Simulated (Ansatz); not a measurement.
# ZrGe2W2: relaxing cell and atoms, part 2 of 2

Wanted: the geometry at rest of ZrGe2W2 (a borrowed structure type, volume estimated), relaxing cell and atoms, and its electronic structure there.

Ansatz 0.2.0; DFT, r2SCAN, collinear spin, plane waves, PAW. Relaxing cell and atoms.

### Step 6. Fields in real space

Maps in the plane spanned by a and b at height 0.792 along c (axes of the input's cell), one cell: a runs left to right (10 points from zero), b bottom to top (13 points), 90° apart. These are the smooth PAW fields, not the true ones near the nuclei.

Valence density. Values in e/Å³, 13 rows by 10 columns:
```
 0.14  0.14  0.16  0.18  0.22  0.26  0.27  0.25  0.21  0.17
 0.15  0.13  0.15  0.20  0.28  0.37  0.41  0.37  0.28  0.20
 0.17  0.14  0.17  0.25  0.42  0.75  1.10  0.81  0.44  0.26
 0.20  0.16  0.19  0.32  0.72  3.59 11.40  4.64  0.86  0.35
 0.22  0.17  0.20  0.36  1.10 12.50 55.00 17.60  1.43  0.40
 0.21  0.16  0.20  0.34  0.86  5.98 22.30  8.07  1.06  0.37
 0.18  0.14  0.17  0.27  0.48  1.07  1.89  1.20  0.52  0.29
 0.15  0.13  0.15  0.21  0.31  0.43  0.49  0.43  0.32  0.21
 0.14  0.14  0.15  0.18  0.23  0.28  0.30  0.27  0.22  0.17
 0.17  0.18  0.19  0.19  0.21  0.23  0.23  0.22  0.19  0.17
 0.21  0.25  0.25  0.22  0.22  0.23  0.23  0.21  0.19  0.18
 0.22  0.26  0.26  0.23  0.22  0.23  0.23  0.21  0.19  0.18
 0.18  0.20  0.20  0.20  0.21  0.23  0.23  0.21  0.19  0.17
```

ELF. Values, 13 rows by 10 columns:
```
0.14 0.10 0.15 0.29 0.46 0.54 0.56 0.54 0.47 0.29
0.26 0.18 0.26 0.45 0.56 0.53 0.49 0.51 0.55 0.46
0.38 0.27 0.37 0.54 0.45 0.37 0.31 0.35 0.43 0.53
0.44 0.30 0.41 0.48 0.36 0.13 0.03 0.10 0.34 0.46
0.46 0.31 0.42 0.45 0.30 0.03 0.04 0.02 0.26 0.43
0.45 0.31 0.42 0.47 0.34 0.08 0.01 0.05 0.31 0.45
0.41 0.28 0.39 0.53 0.42 0.31 0.22 0.29 0.40 0.52
0.30 0.21 0.30 0.49 0.55 0.47 0.44 0.46 0.53 0.50
0.17 0.12 0.17 0.34 0.50 0.57 0.58 0.57 0.50 0.34
0.11 0.10 0.13 0.23 0.39 0.47 0.49 0.47 0.39 0.21
0.12 0.15 0.17 0.23 0.37 0.44 0.45 0.43 0.35 0.18
0.13 0.16 0.18 0.23 0.37 0.44 0.45 0.43 0.34 0.18
0.11 0.11 0.14 0.23 0.38 0.46 0.47 0.45 0.37 0.20
```

Atoms within 0.2 Å of the plane, in fractions of a and b: Ge at (0.61, 0.60).

At the density minimum on some short contacts:

```csv
contact,length (Å),minimum at (fraction),density (e/Å³),ELF
Ge1–Ge2,2.387,0.50,0.499,0.61
Ge2–W4,2.531,0.47,0.471,0.46
W3–W4,2.728,0.50,0.466,0.46
Zr5–Ge2,2.996,0.47,0.189,0.17
```

### Step 7. Results

The summary covers parts 1 to 2.

| quantity | value |
| --- | --- |
| moves | 13 |
| energy gained | 110.6 meV/atom |
| largest move | 0.19 Å (W) |
| space group (0.01 Å), before / after | I4/mmm / C2/m |
| cell | a = 3.429 Å, b = 4.331 Å, c = 6.418 Å, α = 70.28°, β = 73.18°, γ = 90.00° |
| volume | 17.07 Å³/atom (-2.9 %) |
| pressure at the end | 0.00 GPa |
| formation energy (elements from separate runs) | -0.02 eV/atom |
| character | metal |
| density of states, mean within 0.25 eV of the Fermi level | 3.2 per eV per cell |
| Bader charges | Ge -0.83, W +0.09, Zr +1.48 e |
| moments | none |

In words: The volume shrank by 2.9 %, and the largest move of an atom is 0.19 Å apart from the change of the cell; the energy fell by 110.6 meV per atom. The shape changed more than that tells: the edges moved by -15, +8, +5 %. Within 0.01 Å the space group went from I4/mmm to C2/m. It is a metal; within 0.25 eV of the Fermi level the density of states averages 3.2 per eV per cell, mostly W d (53 %) and Zr d (30 %). Zr loses most charge (+1.48 e on average) and Ge gains most (-0.83 e). Against the elements' reference phases (Ge diamond, W bcc, Zr hcp; separate runs with the same functional) the formation energy is -0.02 eV per atom, too near zero to call.

Keep in mind: the program displaced the start to leave a saddle point; the magnetisation is less converged than the charge; the k mesh is coarse for a cell without a gap.
